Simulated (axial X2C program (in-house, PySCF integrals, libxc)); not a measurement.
# All-electron X2C curves of CsP

Aim: find the lowest determinant of CsP, scan the bond at several levels and fit the constants, once spin-free and once with spin–orbit coupling.

Method: all-electron X2C, Cs dyall-cv3z, P dyall-v3z; program: an in-house X2C program for linear molecules on PySCF integrals.

All values are calculated.

## 1. The job

task.json reads:

```json
{"zs": [55, 15], "q": 0, "bas": ["dyall-cv3z", "dyall-v3z"], "levels": ["PBE0", "HF", "BHandHLYP", "B97-3", "r2SCAN"], "cc": true, "r0": 3.11, "thr": -2.0, "nmax": 140}
```

Keys: zs atomic numbers; q charge; bas basis sets; levels methods (HF also brings MP2); cc coupled cluster on or off; r0 starting distance in Å; thr threshold in hartree for freezing inner shells (an s shell follows its p shell); nmax most natural virtual spinors.

The run is started by

```
$ python so2c.py task.json out
```

Spin-free means the one-electron spin-free X2C Hamiltonian; two-component (2c) means X2C with spin–orbit coupling and atomic mean-field two-electron Coulomb and Gaunt terms. Basis: Cs dyall-cv3z contracted to [15s15p9d4f1g], P dyall-v3z contracted to [8s7p2d1f]; Gaussian nuclei, density fitting. Masses: Cs 132.905 u, P 30.974 u.

Notation: σ, π±, δ± give the projection m of an orbital's angular momentum (0, ±1, ±2), α and β its spin, Λ and M_S the sums; ω is the projection of a spinor's total angular momentum and Ω the sum. Logs are in hartree.

The results follow Hamiltonian by Hamiltonian and level by level.

## 2. State search with PBE0

PBE0 moves the distance from 3.110 Å to 3.278 Å and compares determinants there.

Spin-free determinants:

| ΔE (eV) | state | open shells |
| --- | --- | --- |
| 0.00 | M_S = 1, Λ = 0 | beyond closed shells: π+α, π-α |
| 0.32 | M_S = 1, Λ = 1 | beyond closed shells: σα, π+α, π+β, π-α |
| 0.60 | M_S = 0, Λ = 1 | beyond closed shells: σβ, π+α, π+β, π-α |
| 0.96 | M_S = 0, Λ = 0 | beyond closed shells: π+β, π-α |
| 0.96 | M_S = 0, Λ = 2 | beyond closed shells: π+α, π+β |
| 1.69 | M_S = 2, Λ = 0 | beyond closed shells: 2 × σα, π+α, π-α |
| 2.37 | M_S = 0, Λ = 0 | beyond closed shells: 2 × σβ, π+α, π-α |

Two-component determinants:

| ΔE (eV) | state | open shells |
| --- | --- | --- |
| 0.00 | Ω = 1 | excess of +ω over −ω: ω = -1/2, ω = 3/2 |
| 0.31 | Ω = 2 | excess of +ω over −ω: ω = 1/2, ω = 3/2 |
| 0.62 | Ω = 1 | excess of +ω over −ω: 2 × ω = 1/2 |
| 0.92 | Ω = 0 | closed shell |
| 0.99 | Ω = 0 | closed shell |
| 2.37 | Ω = 0 | excess of +ω over −ω: 3 × ω = 1/2, ω = -3/2 |
| 2.86 | Ω = 3 | excess of +ω over −ω: 2 × ω = 3/2 |

## 3. PBE0, spin-free

State followed: M_S = 1, Λ = 0 (beyond closed shells: π+α, π-α). The scan is laid around 3.278 Å, a first estimate of the minimum, and this SCF restarts from the orbitals of the search.

Output at 3.278 Å:

```text
spin-free X2C-1e  PBE0
basis functions 188  fitting functions 1005  grid points 5087
iter        total energy     max residual
   1      -8127.846660586     2.60e-06
   2      -8127.846660588     1.41e-06
converged
one-electron -11385.14300140  Coulomb 3341.46701769  exact exchange -53.54158828  xc functional -163.81127255  nuclear repulsion 133.18218396
```

Along the bond, energies from the lowest point:

| R (Å) | E (eV) | μ (D) | HOMO (eV) | LUMO (eV) | iterations |
| --- | --- | --- | --- | --- | --- |
| 2.852 | 0.3464 | -8.10 | -3.57 | -1.41 | 11 |
| 2.983 | 0.1423 | -8.73 | -3.56 | -1.26 | 10 |
| 3.081 | 0.0555 | -9.17 | -3.54 | -1.16 | 10 |
| 3.180 | 0.0116 | -9.58 | -3.51 | -1.17 | 10 |
| 3.278 | 0.0000 | -9.97 | -3.48 | -1.22 | 2 |
| 3.393 | 0.0173 | -10.39 | -3.43 | -1.28 | 10 |
| 3.507 | 0.0583 | -10.77 | -3.38 | -1.34 | 11 |
| 3.655 | 0.1342 | -11.20 | -3.32 | -1.42 | 11 |
| 3.835 | 0.2473 | -11.61 | -3.24 | -1.50 | 11 |
| 4.098 | 0.4252 | -11.88 | -3.14 | -1.61 | 11 |
| 4.458 | 0.6543 | -11.61 | -3.06 | -1.72 | 11 |
| 4.917 | 0.8845 | -10.73 | -3.00 | -1.83 | 11 |

Dipoles are positive if P is the positive end.

Outer orbitals at the reference distance:

```
symmetry  occupied  ε (eV)            atomic character
      σα       yes  -28.99                   100% Cs s
      σβ       yes  -28.99                   100% Cs s
      σα       yes  -14.95           86% Cs p, 12% P s
     π-α       yes  -14.93                   100% Cs p
     π+α       yes  -14.93                   100% Cs p
     π-β       yes  -14.92                   100% Cs p
     π+β       yes  -14.92                   100% Cs p
      σβ       yes  -14.81                    96% Cs p
      σα       yes  -13.41  75% P s, 17% Cs p, 5% Cs d
      σβ       yes  -11.22   84% P s, 7% Cs p, 6% Cs d
     π+α       yes   -4.94            93% P p, 5% Cs d
     π-α       yes   -4.94            93% P p, 5% Cs d
      σα       yes   -4.10   84% P p, 7% Cs s, 6% Cs d
      σβ       yes   -3.48  80% P p, 10% Cs s, 6% Cs d
      σβ        no   -1.22  74% Cs s, 18% Cs p, 5% P p
      σα        no   -1.18  81% Cs s, 14% Cs p, 3% P p
     π-β        no   -1.00  75% P p, 15% Cs d, 9% Cs p
     π+β        no   -1.00  75% P p, 15% Cs d, 9% Cs p
```

PBE0 fields in the half plane through the axis: z from -2.4 to 5.4 Å across, distance from the axis 0.15 to 2.25 Å upwards; Cs lies at z = 0 and P at z = 3.278 Å; the ELF is damped to zero where the density is low.

log10 density (e/bohr³). Ten even steps from ' ' (-4.21 ) to '@' (1.84 ):
```
        ........................::::::::::........    
    ......::::::::::::::::::::::::::::::::::::::......
  ....::::::----------::::::::::--------------::::....
....::::----==========--------------======------::::..
....::----====++++++====--------==============----::::
..::::--==++++++**++++====--======++++++++++====----::
..::----==++**######**++========++++++**++++====----::
..::--====++**%%@@%%**++========++++##%%##++++==----::
```

ELF. Ten even steps from '0' (0.00 ) to '9' (0.95 ):
```
000000000000001222222211000
000000122100002444444443210
000012455420002566666665431
000135778762003777778887653
001367888885104888888998875
013578743477314898657999986
124687347437415995020799987
125786277736515991867299997
```

Re = 3.270 Å, ωe = 167.3 cm⁻¹, ωexe = 0.576 cm⁻¹, Be = 0.06276 cm⁻¹, De = 1.42 eV, μ = -9.94 D.

## 4. HF, spin-free

Output at 3.278 Å:

```text
spin-free X2C-1e  HF
basis functions 188  fitting functions 1005  grid points 5087
iter        total energy     max residual
   1      -8124.660152874     3.07e-01
   2      -8124.682439457     5.17e-03
   3      -8124.683119472     1.69e-03
   4      -8124.683226662     7.61e-04
   5      -8124.683264273     3.90e-04
   6      -8124.683282382     2.11e-04
   7      -8124.683288152     1.14e-04
   8      -8124.683290792     3.97e-05
   9      -8124.683291043     1.90e-05
  10      -8124.683291096     7.47e-06
  11      -8124.683291103     2.14e-06
  12      -8124.683291104     1.02e-06
converged
one-electron -11383.67882174  Coulomb 3340.05825457  exact exchange -214.24490789  xc functional 0.00000000  nuclear repulsion 133.18218396
```

No constants are quoted: the solution changes its character somewhere along the scan, so the fit is set aside.

## 5. BHandHLYP, spin-free

Output at 3.278 Å:

```text
spin-free X2C-1e  BHandHLYP
basis functions 188  fitting functions 1005  grid points 5087
iter        total energy     max residual
   1      -8128.325490521     1.08e-01
   2      -8128.327332110     2.49e-03
   3      -8128.327385388     1.29e-03
   4      -8128.327420358     2.84e-04
   5      -8128.327422101     6.32e-05
   6      -8128.327422305     4.09e-05
   7      -8128.327422359     8.80e-06
   8      -8128.327422368     3.24e-06
   9      -8128.327422370     1.83e-06
converged
one-electron -11384.96632237  Coulomb 3341.31498886  exact exchange -107.10015405  xc functional -110.75811877  nuclear repulsion 133.18218396
```

Re = 3.314 Å, ωe = 165.2 cm⁻¹, ωexe = 0.53 cm⁻¹, Be = 0.0611 cm⁻¹, De = 1.30 eV, μ = -10.73 D.

## 6. B97-3, spin-free

Output at 3.278 Å:

```text
spin-free X2C-1e  B97-3
basis functions 188  fitting functions 1005  grid points 5087
iter        total energy     max residual
   1      -8127.867515508     7.53e-02
   2      -8127.868353663     1.92e-03
   3      -8127.868370549     6.93e-04
   4      -8127.868379521     1.50e-04
   5      -8127.868380432     5.96e-05
   6      -8127.868380633     1.78e-05
   7      -8127.868380649     1.34e-05
   8      -8127.868380651     9.66e-07
converged
one-electron -11385.28409912  Coulomb 3341.61287610  exact exchange -57.67363915  xc functional -159.70570244  nuclear repulsion 133.18218396
```

No constants are quoted: the solution changes its character somewhere along the scan, so the fit is set aside.

## 7. r2SCAN, spin-free

Output at 3.278 Å:

```text
spin-free X2C-1e  r2SCAN
basis functions 188  fitting functions 1005  grid points 5087
iter        total energy     max residual
   1      -8128.295508070     1.51e-01
   2      -8128.298210049     2.59e-03
   3      -8128.298232694     2.72e-03
   4      -8128.298304514     1.91e-04
   5      -8128.298304347     2.03e-04
   6      -8128.298306228     3.46e-05
   7      -8128.298306251     3.06e-05
   8      -8128.298306258     3.69e-06
   9      -8128.298306258     1.15e-06
converged
one-electron -11384.62005732  Coulomb 3340.95252692  exact exchange 0.00000000  xc functional -217.81295982  nuclear repulsion 133.18218396
```

No constants are quoted: the solution changes its character somewhere along the scan, so the fit is set aside.

## 8. MP2 and beyond, spin-free

Correlated methods: 14 electrons correlated (frozen shells, counted by type: Cs 4 s, 3 p, 2 d; P 2 s, 1 p), 266 virtual spinors in MP2, 132 natural virtuals in coupled cluster.

Output of the correlated part at 3.278 Å:

```text
correlated 14  virtual 266  natural virtual 132  E(MP2) -0.276215676  MP2 remainder -0.002938725
iter   CCSD correlation   residual
   1     -0.299391495   1.11e-01
   2     -0.306931551   3.77e-02
   3     -0.307859634   1.54e-02
   4     -0.307951084   6.52e-03
   5     -0.307964946   2.24e-03
   6     -0.307962323   1.05e-03
   7     -0.307960561   3.85e-04
   8     -0.307963133   1.38e-04
   9     -0.307962598   5.60e-05
  10     -0.307962002   2.07e-05
  11     -0.307961791   8.02e-06
  12     -0.307961728   3.24e-06
  13     -0.307961712   1.37e-06
(T) -0.011752680  T1 0.0171  D1 0.0443  max T2 0.061
```

T1 in the output is the amplitude norm over the root of the electron number; divide by √2 for the Lee–Taylor value.

MP2: No constants are quoted: the reference changes its character somewhere along the scan, so the fit is set aside.

CCSD: No constants are quoted: the reference changes its character somewhere along the scan, so the fit is set aside.

CCSD(T): No constants are quoted: the reference changes its character somewhere along the scan, so the fit is set aside.

## 9. A higher determinant, spin-free

State: M_S = 1, Λ = 1 (beyond closed shells: σα, π+α, π+β, π-α).

Output at the reference distance:

```text
spin-free X2C-1e  PBE0
basis functions 188  fitting functions 1005  grid points 5087
iter        total energy     max residual
   1      -8127.834763814     2.23e-05
   2      -8127.834763818     2.21e-05
   3      -8127.834763828     3.03e-06
   4      -8127.834763829     1.63e-06
converged
one-electron -11384.26593254  Coulomb 3340.57877621  exact exchange -53.53670199  xc functional -163.79308946  nuclear repulsion 133.18218396
```

| R (Å) | E above the lowest PBE0 point (eV) |
| --- | --- |
| 2.852 | 0.307 |
| 2.983 | 0.250 |
| 3.081 | 0.250 |
| 3.180 | 0.277 |
| 3.278 | 0.324 |
| 3.393 | 0.396 |
| 3.507 | 0.482 |
| 3.655 | 0.602 |
| 3.835 | 0.758 |

Re = 3.031 Å, ωe = 187.3 cm⁻¹, ωexe = 0.724 cm⁻¹, Be = 0.07307 cm⁻¹, μ = -9.83 D. Te = 0.25 eV.

State: M_S = 0, Λ = 1 (beyond closed shells: σβ, π+α, π+β, π-α).

Output at the reference distance:

```text
spin-free X2C-1e  PBE0
basis functions 188  fitting functions 1005  grid points 5087
iter        total energy     max residual
   1      -8127.824620806     1.77e-05
   2      -8127.824620810     1.84e-05
   3      -8127.824620816     2.95e-06
   4      -8127.824620817     7.65e-07
converged
one-electron -11384.22812355  Coulomb 3340.54116821  exact exchange -53.53319218  xc functional -163.78665725  nuclear repulsion 133.18218396
```

| R (Å) | E above the lowest PBE0 point (eV) |
| --- | --- |
| 2.852 | 0.585 |
| 2.983 | 0.529 |
| 3.081 | 0.528 |
| 3.180 | 0.555 |
| 3.278 | 0.600 |
| 3.393 | 0.670 |
| 3.507 | 0.753 |
| 3.655 | 0.870 |
| 3.835 | 1.022 |

Re = 3.032 Å, ωe = 184.2 cm⁻¹, ωexe = 0.709 cm⁻¹, Be = 0.07301 cm⁻¹, μ = -9.81 D. ⟨S²⟩ = 1.01 against 0.00 for a pure state, so this determinant mixes spins. Te = 0.52 eV.

## 10. The spin-free curves together

Energy (eV) of the followed determinant, spin-free, from each level's lowest point:

| R (Å) | PBE0 | HF (jumps) | MP2 (its reference jumps) | CCSD (its reference jumps) | CCSD(T) (its reference jumps) | BHandHLYP | B97-3 (jumps) | r2SCAN (jumps) |
| --- | --- | --- | --- | --- | --- | --- | --- | --- |
| 2.852 | 0.346 | 0.600 | 0.404 | n/a | n/a | 0.426 | 0.390 | 0.375 |
| 2.983 | 0.142 | 0.305 | 0.175 | 0.196 | 0.188 | 0.190 | 0.171 | 0.161 |
| 3.081 | 0.056 | 0.162 | 0.075 | 0.087 | 0.082 | 0.084 | 0.074 | 0.068 |
| 3.180 | 0.012 | 0.071 | 0.020 | 0.025 | 0.023 | 0.024 | 0.020 | 0.017 |
| 3.278 | 0.000 | 0.020 | 0.000 | 0.000 | 0.000 | 0.000 | 0.000 | 0.000 |
| 3.393 | 0.017 | 0.000 | 0.011 | 0.005 | 0.007 | 0.006 | 0.008 | 0.011 |
| 3.507 | 0.058 | 0.011 | 0.048 | 0.038 | 0.041 | 0.038 | 0.042 | 0.046 |
| 3.655 | 0.134 | 0.059 | 0.121 | 0.107 | 0.111 | 0.106 | 0.110 | 0.115 |
| 3.835 | 0.247 | 0.148 | 0.234 | n/a | n/a | 0.215 | 0.218 | 0.220 |
| 4.098 | 0.425 | 0.306 | 0.410 | n/a | n/a | 0.394 | 0.397 | 0.386 |
| 4.458 | 0.654 | n/a | n/a | n/a | n/a | 0.631 | 0.647 | 0.598 |
| 4.917 | 0.885 | 1.004 | 1.513 | n/a | n/a | 0.860 | 0.905 | 0.815 |

[end of part 1 of 2]
